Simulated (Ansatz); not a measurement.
# AlH6NO2: the cost of one run

Program: Ansatz 0.2.0. Level of theory: RKS BHLYP-D4/6-31G*. These are calculated values, not measurements.

**1. The starting structure**

Bond lengths: Al1–O2 2.130 Å, O2–H3 1.010 Å, Al1–N4 1.920 Å, N4–H5 1.060 Å, N4–H6 1.060 Å, Al1–O7 1.780 Å, O7–H8 1.010 Å. Angles: Al1–O2–H3 109.5°, O2–Al1–N4 120.0°, O2–Al1–O7 120.0°, N4–Al1–O7 120.0°, Al1–N4–H5 120.0°, Al1–N4–H6 120.0°, H5–N4–H6 120.0°, Al1–O7–H8 109.5°.

As a file:

```xyz
10

Al    0.0000    0.0000    0.0000
O     0.0000    0.0000    2.1300
H    -0.9095   -0.2814    2.4671
N     1.6627    0.0000   -0.9600
H     2.1293   -0.9179   -1.2118
H     2.1141    0.9179   -1.2382
O    -1.5415    0.0000   -0.8900
H    -2.0512   -0.8467   -0.6815
H     0.0834    1.7631    0.5865
H     0.0646    1.3656    1.5323
```

**2. A restrained relaxation towards end A**

Springs on the bonds that form and break draw the guess towards this end; the thresholds are loose.

input.yaml reads:

```yaml
crystal:
  periodic: [false, false, false]
  atoms:
    - { symbol: Al, position_ang: [0.0, 0.0, 0.0] }
    - { symbol: O, position_ang: [0.0, 0.0, 2.13] }
    - { symbol: H, position_ang: [-0.9095, -0.2814, 2.4671] }
    - { symbol: "N", position_ang: [1.6627, 0.0, -0.96] }
    - { symbol: H, position_ang: [2.1293, -0.9179, -1.2118] }
    - { symbol: H, position_ang: [2.1141, 0.9179, -1.2382] }
    - { symbol: O, position_ang: [-1.5415, 0.0, -0.89] }
    - { symbol: H, position_ang: [-2.0512, -0.8467, -0.6815] }
    - { symbol: H, position_ang: [0.0834, 1.7631, 0.5865] }
    - { symbol: H, position_ang: [0.0646, 1.3656, 1.5323] }
basis:
  gaussian: { orbitals: "6-31G*" }
hamiltonian:
  xc: { name: BHLYP }
  dispersion: d4
relax:
  f_tol: 0.15
  max_steps: 25
  restrain:
    - { distance: [0, 8], at: 2.76, k: 30.0 }
    - { distance: [9, 1], at: 2.21, k: 30.0 }
    - { distance: [0, 1], at: 1.78, k: 30.0 }
    - { distance: [9, 8], at: 0.66, k: 30.0 }
```

Run with:

```sh
ansatz run input.yaml --threads 2 --pin off --max-ram 3072MiB --backend cpu --events-out ev --progress --plain --runs-dir out
```

**Question.** How long does this run take on 2 threads of Intel Xeon Platinum 8259CL at 2.50GHz (Skylake/Cascade Lake), shared host, and how much memory does it need?

About 31 s, with a peak of 0.17 GiB.
